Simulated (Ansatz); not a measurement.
**C3H6SSi: small, medium and large basis sets**

How large a basis does C3H6SSi need? Two functionals are run in growing sets.

The runs use Ansatz 0.2.0, Gaussian basis; one geometry, several basis sets.

Levels to be run: PBE0-D4/def2-SVP; ωB97M-V/def2-SVP; PBE0-D4/def2-QZVPP; ωB97M-V/def2-QZVPP; the functionals' def2-TZVPP values are taken from earlier runs.

## (1) The geometry

The geometry comes from an earlier relaxation with PBE0-D4 in a triple-zeta def2 set; it is a stationary point, not always the lowest conformer.

SMILES `C[SiH]1C=CS1`, 11 atoms, charge 0, spin multiplicity 1.

Atoms are counted from 1 here; the program's logs count them from 0.

Bond lengths: C1–Si2 1.858 Å, C1–H6 1.094 Å, C1–H7 1.091 Å, C1–H8 1.093 Å, Si2–C3 1.844 Å, Si2–S5 2.179 Å, Si2–H9 1.487 Å, C3–C4 1.342 Å, C3–H10 1.082 Å, C4–S5 1.781 Å, C4–H11 1.088 Å. Angles: Si2–C1–H6 110.2°, Si2–C1–H7 110.5°, Si2–C1–H8 110.6°, H6–C1–H7 108.7°, H6–C1–H8 108.0°, H7–C1–H8 108.7°, C1–Si2–C3 119.6°, C1–Si2–S5 115.2°, C1–Si2–H9 110.4°, C3–Si2–S5 80.3°, C3–Si2–H9 116.1°, S5–Si2–H9 112.1°, Si2–C3–C4 94.6°, Si2–C3–H10 140.0°, C4–C3–H10 125.3°, C3–C4–S5 112.4°, C3–C4–H11 128.5°, S5–C4–H11 119.1° and more.

## (2) PBE0-D4 in def2-SVP

Contents of in.yaml:

```yaml
crystal:
  periodic: [false, false, false]
  atoms:
    - {symbol: C, position_ang: [-1.032095, 0.763557, -1.304261]}
    - {symbol: Si, position_ang: [0.402333, -0.128131, -0.529720]}
    - {symbol: C, position_ang: [0.142781, -1.101701, 1.014623]}
    - {symbol: C, position_ang: [0.912590, -0.307649, 1.774442]}
    - {symbol: S, position_ang: [1.593654, 1.058294, 0.855822]}
    - {symbol: H, position_ang: [-1.676103, 0.055623, -1.833785]}
    - {symbol: H, position_ang: [-1.623757, 1.271930, -0.541160]}
    - {symbol: H, position_ang: [-0.680449, 1.504427, -2.026395]}
    - {symbol: H, position_ang: [1.238936, -0.773163, -1.576207]}
    - {symbol: H, position_ang: [-0.367213, -1.991989, 1.357055]}
    - {symbol: H, position_ang: [1.154722, -0.408296, 2.829987]}
basis:
  gaussian: {orbitals: def2-SVP}
hamiltonian: {xc: pbe0, dispersion: d4}
output: {orbitals: {seedname: orbitals}}
```

After this run come: ωB97M-V in def2-SVP; PBE0-D4 in def2-QZVPP; ωB97M-V in def2-QZVPP.

Before running them: what should the planned runs give, taken together? Wanted: PBE0-D4: double and triple zeta above quadruple; ωB97M-V: double and triple zeta above quadruple.

The runs gave:

```
                                       quantity           value
PBE0-D4: double and triple zeta above quadruple  10.90, 0.77 eV
ωB97M-V: double and triple zeta above quadruple  11.03, 0.73 eV
```

**Reading.** For PBE0-D4 the step from double to triple zeta gains 10.13 eV and the next only 0.77 eV. These are total energies; as a rule much of such shifts cancels in differences, which this series doesn't test. The LUMO of ωB97M-V is positive and keeps falling with the basis (1.85 to 1.28 eV): an unbound level that the basis holds in place.
